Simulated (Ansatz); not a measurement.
# HfZn: the cost of one run

Program: the Python package of Ansatz 0.2.0. Level of theory: DFT LDA, plane waves, PAW. These are calculated values, not measurements.

## (1) The system

It takes space group Pm-3m (No. 221, cubic). The conventional cell has a = 3.275 Å, b = 3.275 Å, c = 3.275 Å, α = 90.00°, β = 90.00°, γ = 90.00°. Hf (site symmetry m-3m) has 8 Zn at 2.84 Å as nearest neighbours. Zn (site symmetry m-3m) has 8 Hf at 2.84 Å as nearest neighbours.

hfzn.extxyz, read by the script:

```xyz
2
Lattice="3.27510484 0.0 0.0 0.0 3.27510484 0.0 0.0 0.0 3.27510484" Properties=species:S:1:pos:R:3 pbc="T T T"
Hf    1.63755242    1.63755242    1.63755242
Zn    0.00000000    0.00000000    0.00000000
```

## (2) Script

The input, hfzn_compress.py:

```python
# -*- coding: utf-8 -*-
import warnings

import ansatz as az
import numpy as np

def edges_and_angles(cell):
    cell = np.asarray(cell)
    a, b, c = np.linalg.norm(cell, axis=1)
    cosines = cell[1] @ cell[2] / (b * c), cell[0] @ cell[2] / (a * c), cell[0] @ cell[1] / (a * b)
    return (a, b, c, *np.degrees(np.arccos(cosines)))

warnings.simplefilter("ignore", az.DeckWarning)

cell = az.Crystal.from_extxyz("hfzn.extxyz")

calculation = cell.calculation()
calculation = calculation.functional("LDA")
calculation = calculation.basis(31 * az.Ry)
calculation = calculation.kpoints(density=3.8)
calculation = calculation.occupations("Fermi-Dirac", width=0.1)

rows = []
for pressure in [-2, 0, 2, 5, 10]:
    outcome = calculation.relax(cell=True, pressure=pressure, force_tolerance=0.02).run()
    cell = outcome.lattice.cell_ang
    n_atoms = len(outcome.lattice.sites)
    volume = abs(np.linalg.det(cell)) / n_atoms
    enthalpy = outcome.report["free_energy_ev"] / n_atoms + pressure * volume / 160.21766
    rows.append((pressure, volume, enthalpy, *edges_and_angles(cell)))
    print(f"{pressure} GPa done: {volume:.4f} A^3/atom")

print(" P (GPa)  V (A^3/atom)  H (eV/atom)     a       b       c")
for row in rows:
    print("{:8.1f} {:12.4f} {:14.5f} {:7.4f} {:7.4f} {:7.4f}".format(*row[:6]))
p, v = np.array([row[0] for row in rows], float), np.array([row[1] for row in rows])
print("mean bulk modulus between rows (GPa):", np.round(-np.diff(p) / np.diff(np.log(v)), 1))
```

## (3) The run

On the command line:

```console
python hfzn_compress.py
```

Q: Estimate wall time and peak memory on 1 thread of AMD EPYC 9R45 (Zen 5), shared host.

About 15 s, with a peak of 0.45 GiB.
